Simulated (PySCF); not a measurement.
# C5H9BrO: the cost of one run

Programs: PySCF 2.14.0, with routines of our own; each step states its level. All values are computed. Atoms count from 0.

## Step 1: The starting structure

16 atoms, charge 0, multiplicity 1; geometry from: GFN2-xTB.

## Step 2: NMR shieldings: PBE/pcJ-1 Br:dyall-v2z, non-relativistic

Job settings and geometry (Å):

```
{"job": {"kind": "hnmr", "xc": "PBE", "basis": {"default": "pcJ-1", "Br": "dyall-v2z"}, "rel": "nr"}, "charge": 0, "multiplicity": 1}
C      1.826653     0.842806    -0.214673
C      0.751180    -0.157605    -0.620552
C     -0.323547    -0.320866     0.461106
C     -1.354149    -1.381404     0.066444
C     -1.016678     0.972705     0.748335
O     -1.111373     1.559244     1.767449
Br    -1.911861     1.742712    -0.836284
H      2.305544     0.539512     0.714136
H      1.402533     1.834694    -0.071563
H      2.588565     0.908519    -0.987093
H      0.282786     0.161237    -1.553464
H      1.206287    -1.134498    -0.794187
H      0.156366    -0.614443     1.402885
H     -1.836092    -1.118941    -0.872283
H     -0.856952    -2.339977    -0.057024
H     -2.116860    -1.484750     0.835356
```

Level: PBE/pcJ-1 Br:dyall-v2z GIAO NMR shielding, non-relativistic, Gaussian nuclei, gas phase.

Run with:

```bash
$ OMP_NUM_THREADS=1 python heavy_run.py task.json out
```

This one command runs all jobs of the session in turn.

Q: Estimate the wall time and peak memory of this first job on 1 thread of Intel Xeon at 2.50GHz, shared host.

About 2.8 min, with a peak of 1.4 GiB.
